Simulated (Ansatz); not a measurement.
**CH3Cl2Si (SMILES [CH2][SiH](Cl)Cl) at U-revPBE/6-31G(d) (spherical functions)**

Aim: the electronic atomisation energy of CH3Cl2Si at U-revPBE/6-31G* (spherical functions), from 5 runs. 

Program for the calculation: Ansatz 0.2.0.

58 further runs of the same task are left out: 2 that didn't finish, 56 set aside as unsound or not needed. Runs told in other sessions of the task aren't counted.

### Step 1. The molecule

CH3Cl2Si has 7 atoms, charge 0, and is taken as a doublet. As SMILES, `[CH2][SiH](Cl)Cl`. The shape is that of a PBE0-D4/def2-TZVP optimisation. This is one conformer, not always the lowest.

Bond lengths: C1–Si2 1.823 Å, Si2–Cl3 2.049 Å, Si2–Cl4 2.049 Å, C1–H5 1.085 Å, C1–H6 1.085 Å, Si2–H7 1.475 Å. Angles: C1–Si2–Cl3 110.0°, C1–Si2–Cl4 110.0°, Cl3–Si2–Cl4 107.9°, C1–Si2–H7 112.5°, Cl3–Si2–H7 108.1°, Cl4–Si2–H7 108.2°, Si2–C1–H5 122.1°, Si2–C1–H6 122.1°, H5–C1–H6 115.8°.

### Step 2. The energy at U-revPBE/6-31G(d) (spherical functions)

File job.yaml:

```yaml
crystal:
  periodic: [false, false, false]
  atoms:
    - symbol: C
      position_ang: [-0.692700, 0.892600, 0.197500]
    - symbol: Si
      position_ang: [0.466300, -0.499500, -0.003900]
    - symbol: Cl
      position_ang: [1.593800, -0.235400, -1.694300]
    - symbol: Cl
      position_ang: [-0.574000, -2.252500, -0.209200]
    - symbol: H
      position_ang: [-1.447700, 1.127200, -0.545500]
    - symbol: H
      position_ang: [-0.668800, 1.540600, 1.067500]
    - symbol: H
      position_ang: [1.384500, -0.641000, 1.142000]
basis:
  gaussian:
    orbitals: 6-31G_st_-spherical.json
magnetization:
  spin_polarized: true
  initial_magnetization: 1
hamiltonian:
  xc: {name: revPBE}
accuracy: high
output:
  orbitals: {seedname: orbitals}
```

The basis set 6-31G* is read from a file made from the Basis Set Exchange's data (not shown).

Run with:

```
ansatz run job.yaml --threads 1 --pin off --max-ram 3480MiB --events-out events.jsonl --progress --plain --runs-dir runs
```

The log of the run:

```text
Warning: RAYON_NUM_THREADS=1 ignored (pool sized by the plan → 1); use --threads N
Functional definition: revPBE
  name "revPBE"
  parameter kappa = 1.245
  parameter beta = 0.06672455060314922
  exchange = pbe_x(kappa = kappa, mu = beta*pi^2/3)
  correlation = pbe_c(beta = beta)
1599 factors; integrals over basis functions are off by at most 3.7e-9 eV
mean field evaluation 1: about -33997.0136 eV, gradient 2.9e1 eV
mean field evaluation 2: about -33989.5063 eV, gradient 4.3e1 eV
mean field evaluation 4: about -34001.6633 eV, gradient 2.4e0 eV
mean field evaluation 8: about -34001.6835 eV, gradient 5.9e-2 eV
mean field evaluation 16: about -34001.6835 eV, gradient 6.5e-6 eV
mean field -34001.68354103 eV, -1249.5388229640 hartree, gradient 7.8e-8 eV, S^2 0.753367; 0 other end points of the search recorded, 0 dependent functions left out
reference -34001.68354470 eV, -1249.5388230987 hartree; 29, 28 occupied and 45, 46 virtual orbitals, 1599 factors
Total energy: -34001.68354470 eV, -1249.5388230987 hartree
```

Run time: 8.4 s. Hardware: 1 thread of Arm Neoverse V2, shared host; peak memory 0.25 GiB.

### Step 3. The C atom

File job.yaml:

```yaml
crystal:
  periodic: [false, false, false]
  atoms:
    - {symbol: C, position_ang: [0.000000, 0.000000, 0.000000]}
basis:
  gaussian:
    orbitals: 6-31G_st_-spherical.json
magnetization:
  spin_polarized: true
  initial_magnetization: 2
hamiltonian:
  xc: {name: revPBE}
accuracy: high
```

The basis set 6-31G* is read from a file made from the Basis Set Exchange's data (not shown).

Run with:

```
ansatz run job.yaml --threads 1 --pin off --max-ram 3480MiB --events-out events.jsonl --progress --plain --runs-dir runs
```

The log of the run, shortened:

```text
Warning: RAYON_NUM_THREADS=1 ignored (pool sized by the plan → 1); use --threads N
[... 6 set-up lines as earlier in the session ...]
96 factors; integrals over basis functions are off by at most 1.1e-9 eV
mean field evaluation 1: about -1029.3260 eV, gradient 4.4e0 eV
mean field evaluation 2: about -1029.4203 eV, gradient 1.9e0 eV
mean field evaluation 4: about -1029.4464 eV, gradient 2.6e-1 eV
mean field evaluation 8: about -1029.4466 eV, gradient 4.6e-5 eV
mean field evaluation 16: about -1029.4466 eV, gradient 5.6e-2 eV
mean field evaluation 32: about -1029.4466 eV, gradient 1.8e-8 eV
mean field -1029.44662886 eV, -37.8314658265 hartree, gradient 1.8e-8 eV, S^2 2.001583; 2 other end points of the search recorded, 0 dependent functions left out
reference -1029.44663049 eV, -37.8314658866 hartree; 4, 2 occupied and 10, 12 virtual orbitals, 96 factors
Total energy: -1029.44663049 eV, -37.8314658866 hartree
```

Run time: 0.42 s. Hardware: 1 thread of Arm Neoverse V2, shared host.

### Step 4. The Cl atom, same level

File run.yaml:

```yaml
crystal:
  periodic: [false, false, false]
  atoms:
    - symbol: Cl
      position_ang: [0.000000, 0.000000, 0.000000]
basis:
  gaussian:
    orbitals: 6-31G_st_-spherical.json
magnetization:
  spin_polarized: true
  initial_magnetization: 1
hamiltonian:
  xc: {name: revPBE}
accuracy: high
```

The basis set 6-31G* is read from a file made from the Basis Set Exchange's data (not shown).

Run the same way, it converges to -460.03189 Eh (log not shown).

### Step 5. The H atom, same level

File input.yaml:

```yaml
crystal:
  periodic: [false, false, false]
  atoms:
    - {symbol: H, position_ang: [0.000000, 0.000000, 0.000000]}
basis:
  gaussian:
    orbitals: "6-31G*"
magnetization:
  spin_polarized: true
  initial_magnetization: 1
hamiltonian:
  xc: {name: revPBE}
accuracy: high
```

Run the same way, it converges to -0.50194 Eh (log not shown).

### Step 6. The Si atom

File input.yaml:

```yaml
crystal:
  periodic: [false, false, false]
  atoms:
    - symbol: Si
      position_ang: [0.000000, 0.000000, 0.000000]
basis:
  gaussian:
    orbitals: 6-31G_st_-spherical.json
magnetization:
  spin_polarized: true
  initial_magnetization: 2
hamiltonian:
  xc: {name: revPBE}
accuracy: high
```

The basis set 6-31G* is read from a file made from the Basis Set Exchange's data (not shown).

Run with:

```
ansatz run input.yaml --threads 1 --pin off --max-ram 3480MiB --events-out events.jsonl --progress --plain --runs-dir runs
```

The log of the run, shortened:

```text
Warning: RAYON_NUM_THREADS=1 ignored (pool sized by the plan → 1); use --threads N
[... 6 set-up lines as earlier in the session ...]
141 factors; integrals over basis functions are off by at most 2.6e-9 eV
mean field evaluation 1: about -7871.9810 eV, gradient 2.6e0 eV
mean field evaluation 2: about -7872.0538 eV, gradient 1.0e0 eV
mean field evaluation 4: about -7872.0642 eV, gradient 1.6e-1 eV
mean field evaluation 8: about -7872.0644 eV, gradient 6.2e-5 eV
mean field evaluation 16: about -7872.0644 eV, gradient 4.7e-2 eV
mean field evaluation 32: about -7872.0644 eV, gradient 2.3e-3 eV
mean field -7872.06442981 eV, -289.2930319186 hartree, gradient 2.7e-8 eV, S^2 2.002056; 3 other end points of the search recorded, 0 dependent functions left out
reference -7872.06443223 eV, -289.2930320077 hartree; 8, 6 occupied and 10, 12 virtual orbitals, 141 factors
Total energy: -7872.06443223 eV, -289.2930320077 hartree
```

Run time: 1 s. Hardware: 1 thread of Arm Neoverse V2, shared host.

### Step 7. Summary of results

At U-revPBE/6-31G* (spherical functions):

| quantity | value |
| --- | --- |
| molecule: total energy | -1249.53882 Eh |
| molecule: HOMO energy (highest over α and β) | -6.16 eV |
| molecule: LUMO energy (lowest over α and β) | -3.91 eV |
| molecule: ⟨S²⟩ | 0.753 |
| C atom: total energy | -37.83147 Eh |
| C atom: ⟨S²⟩ | 2.002 |
| Cl atom: total energy | -460.03189 Eh |
| Cl atom: ⟨S²⟩ | 0.752 |
| H atom: total energy | -0.50194 Eh |
| H atom: ⟨S²⟩ | 0.750 |
| Si atom: total energy | -289.29303 Eh |
| Si atom: ⟨S²⟩ | 2.002 |
| electronic atomisation energy | 22.987 eV |

In words: Taking the molecule apart into free atoms costs 22.99 eV (530 kcal/mol), before zero-point energy and without spin-orbit coupling.
